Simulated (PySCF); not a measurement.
# Tl: ionisation energy with spin-orbit coupling

Each state of thallium is computed at each level; their differences give the ionisation energy. How far do the methods differ?

Program: PySCF 2.14.0. Level of theory: two-component X2C-1e, generalised determinants. These are calculated values, not measurements, unless marked.

## 1. The system

* Element: thallium (Z = 81)
* Basis: x2c-TZVPall-2c (11s11p9d3f, 110 functions)
* Hamiltonian: two-component X2C-1e, Gaussian nucleus, no Breit or QED terms; spin-orbit coupling, run by run: off; screened by Boettger's factors
* Core shells frozen in the correlated runs: [Kr] 4d10 4f14 (for Tl)
* State 1: Tl: [Xe] 4f14 5d10 6s2 6p1; 6p1/2 filled at m_j = +1/2
* Needed too, but not shown: Tl⁺ [Xe] 4f14 5d10 6s2 (1S)
* Methods: GHF, GMP2

Outer shells as boxes (Hund's rule):

Tl [Xe] 4f14 5d10 6s2 6p1
```
[Xe] core
4f [↑↓][↑↓][↑↓][↑↓][↑↓][↑↓][↑↓]
5d [↑↓][↑↓][↑↓][↑↓][↑↓]
6s [↑↓]
6p [↑ ][  ][  ]
```

A driver program built on PySCF's X2C-1e integrals ran all steps in one process from the settings above; there is no separate input file.

The integrals over 110 functions and the set-up took 12 s of CPU time.

## 2. Tl, method by method

#### GHF (spin-free)

Log:

```text
cycle= 1 E= -20230.2511708579  delta_E= -2.02e+04  |FDS-SDF|= 0.0162
cycle= 2 E= -20230.2570739277  delta_E= -0.0059  |FDS-SDF|= 0.00517
cycle= 3 E= -20230.2582442550  delta_E= -0.00117  |FDS-SDF|= 0.00176
cycle= 4 E= -20230.2586423188  delta_E= -0.000398  |FDS-SDF|= 0.000739
cycle= 5 E= -20230.2587804810  delta_E= -0.000138  |FDS-SDF|= 0.000183
cycle= 6 E= -20230.2587936859  delta_E= -1.32e-05  |FDS-SDF|= 0.000176
cycle= 7 E= -20230.2588072294  delta_E= -1.35e-05  |FDS-SDF|= 0.000174
cycle= 8 E= -20230.2588596279  delta_E= -5.24e-05  |FDS-SDF|= 0.000168
cycle= 9 E= -20230.2591795443  delta_E= -0.00032  |FDS-SDF|= 0.000478
cycle= 10 E= -20230.2591770201  delta_E= 2.52e-06  |FDS-SDF|= 0.000425
cycle= 11 E= -20230.2591728485  delta_E= 4.17e-06  |FDS-SDF|= 0.000418
cycle= 12 E= -20230.2592284951  delta_E= -5.56e-05  |FDS-SDF|= 0.000247
cycle= 13 E= -20230.2592594979  delta_E= -3.1e-05  |FDS-SDF|= 0.000295
cycle= 14 E= -20230.2592634526  delta_E= -3.95e-06  |FDS-SDF|= 0.000259
cycle= 15 E= -20230.2592706346  delta_E= -7.18e-06  |FDS-SDF|= 0.000162
cycle= 16 E= -20230.2592752503  delta_E= -4.62e-06  |FDS-SDF|= 4.59e-05
cycle= 17 E= -20230.2592757226  delta_E= -4.72e-07  |FDS-SDF|= 2.9e-06
cycle= 18 E= -20230.2592757244  delta_E= -1.77e-09  |FDS-SDF|= 5.38e-07
```

CPU time 9.8 s on a shared host, the integrals not counted.

Occupied spinors (without spin-orbit coupling the j labels only name the start):

| spinor shell | electrons | mean energy (eV) | weight of the nominal j | rms radius (bohr) |
| --- | --- | --- | --- | --- |
| 1s1/2 | 2 | -86016.3 | 1.000 | 0.0184 |
| 2s1/2 | 2 | -15472.5 | 1.000 | 0.0742 |
| 2p1/2 | 2 | -13324.5 | 0.785 | 0.0686 |
| 2p3/2 | 4 | -13324.5 | 0.892 | 0.0686 |
| 3s1/2 | 2 | -3764.9 | 1.000 | 0.189 |
| 3p1/2 | 2 | -3137.1 | 0.778 | 0.193 |
| 3p3/2 | 4 | -3137.1 | 0.889 | 0.193 |
| 3d3/2 | 4 | -2474.8 | 0.748 | 0.176 |
| 3d5/2 | 6 | -2474.8 | 0.832 | 0.176 |
| 4s1/2 | 2 | -878.91 | 1.000 | 0.416 |
| 4p1/2 | 2 | -669.66 | 0.775 | 0.444 |
| 4p3/2 | 4 | -669.62 | 0.887 | 0.444 |
| 4d3/2 | 4 | -418.57 | 0.758 | 0.471 |
| 4d5/2 | 6 | -418.56 | 0.839 | 0.471 |
| 5s1/2 | 2 | -152.91 | 1.000 | 0.942 |
| 4f5/2 | 6 | -139.11 | 0.797 | 0.510 |
| 4f7/2 | 8 | -139.10 | 0.848 | 0.510 |
| 5p1/2 | 2 | -93.446 | 0.777 | 1.08 |
| 5p3/2 | 4 | -93.347 | 0.888 | 1.08 |
| 5d3/2 | 4 | -22.992 | 0.844 | 1.49 |
| 5d5/2 | 6 | -22.911 | 0.896 | 1.48 |
| 6s1/2 | 2 | -12.226 | 0.997 | 2.76 |
| 6p1/2 | 1 | -5.205 | 0.829 | 4.11 |

M_J = 1/2, ⟨J²⟩ = 1.277, ⟨L²⟩ = 2.032, ⟨S²⟩ = 0.761.

#### GMP2 (spin-free)

The driver printed no log here.

It used 1.9 s of CPU time after the integrals (shared host).

With 21 electrons correlated and 26 very high virtual spinors dropped, the MP2 correlation energy is -0.50310 hartree. Largest pairs: 5d3/2-5d5/2 -0.1188, 5d5/2-5d5/2 -0.0794, 5d5/2-6s1/2 -0.0506, 5d3/2-6s1/2 -0.0344, 5d3/2-5d3/2 -0.0329.

#### GHF (screened spin-orbit)

Log:

```text
cycle= 1 E= -20265.1084211812  delta_E= -2.03e+04  |FDS-SDF|= 0.124
cycle= 2 E= -20265.1394175923  delta_E= -0.031  |FDS-SDF|= 0.00508
cycle= 3 E= -20265.1411903476  delta_E= -0.00177  |FDS-SDF|= 0.00144
cycle= 4 E= -20265.1415147686  delta_E= -0.000324  |FDS-SDF|= 0.000624
cycle= 5 E= -20265.1416179063  delta_E= -0.000103  |FDS-SDF|= 0.000264
cycle= 6 E= -20265.1416314241  delta_E= -1.35e-05  |FDS-SDF|= 0.000143
cycle= 7 E= -20265.1416376946  delta_E= -6.27e-06  |FDS-SDF|= 0.000107
cycle= 8 E= -20265.1416474315  delta_E= -9.74e-06  |FDS-SDF|= 5.14e-05
cycle= 9 E= -20265.1416499441  delta_E= -2.51e-06  |FDS-SDF|= 4.62e-06
cycle= 10 E= -20265.1416499499  delta_E= -5.78e-09  |FDS-SDF|= 9.1e-07
```

It used 6 s of CPU time after the integrals (shared host).

The outer occupied spinors:

```
spinor shell  electrons  mean energy (eV)  weight of the nominal j  rms radius (bohr)
       4f5/2          6           -140.73                    1.000              0.509
       4f7/2          8           -136.16                    1.000              0.511
       5p1/2          2           -107.92                    1.000               1.02
       5p3/2          4           -86.933                    1.000               1.11
       5d3/2          4           -23.968                    1.000               1.46
       5d5/2          6           -21.385                    1.000               1.51
       6s1/2          2           -11.935                    0.997               2.77
       6p1/2          1            -5.967                    0.999               3.78
```

M_J = 1/2, ⟨J²⟩ = 0.765, ⟨L²⟩ = 2.217, ⟨S²⟩ = 0.946.

#### GMP2 (screened spin-orbit)

No log was kept for this step.

CPU time 0.85 s on a shared host, the integrals not counted.

With 21 electrons correlated and 26 very high virtual spinors dropped, the MP2 correlation energy is -0.50499 hartree. Largest pairs: 5d3/2-5d5/2 -0.1153, 5d5/2-5d5/2 -0.0825, 5d5/2-6s1/2 -0.0509, 5d3/2-5d3/2 -0.0339, 5d5/2-5p3/2 -0.0337.

## 3. Differences of total energies

Ionisation energy: Tl [Xe] 4f14 5d10 6s2 6p1 [6p1/2^1, M_J = 1/2] → Tl⁺ [Xe] 4f14 5d10 6s2.

| method | value (eV) | error (eV) |
| --- | --- | --- |
| GHF (spin-free) | 4.984 | -1.125 |
| GMP2 (spin-free) | 5.234 | -0.874 |
| GHF (screened spin-orbit) | 5.701 | -0.407 |
| GMP2 (screened spin-orbit) | 5.935 | -0.174 |

Reference: 6.108 eV (measured; NIST Atomic Spectra Database, ionization energies). The spin-free rows have the spin-orbit operator switched off.

The differences also use runs on Tl⁺ [Xe] 4f14 5d10 6s2 (1S), which are not shown here.

## 4. Outcome

| quantity | value |
| --- | --- |
| ionisation energy, Tl | GHF (spin-free) 4.984, GMP2 (screened spin-orbit) 5.935 eV; reference 6.108 |

Each level's miss (mean over 1 difference):

```csv
method,mean absolute miss against the measured value (with the measured fine structure taken into account where it is known) (eV)
GHF (spin-free),1.125
GMP2 (spin-free),0.874
GHF (screened spin-orbit),0.407
GMP2 (screened spin-orbit),0.174
```

Against experiment GMP2 (screened spin-orbit) comes closest (off by 0.17 eV) and GHF (spin-free) is farthest (1.12 eV). Spin-orbit coupling moves the difference by +0.700 eV at GMP2. The basis is finite, and no extrapolation was made.
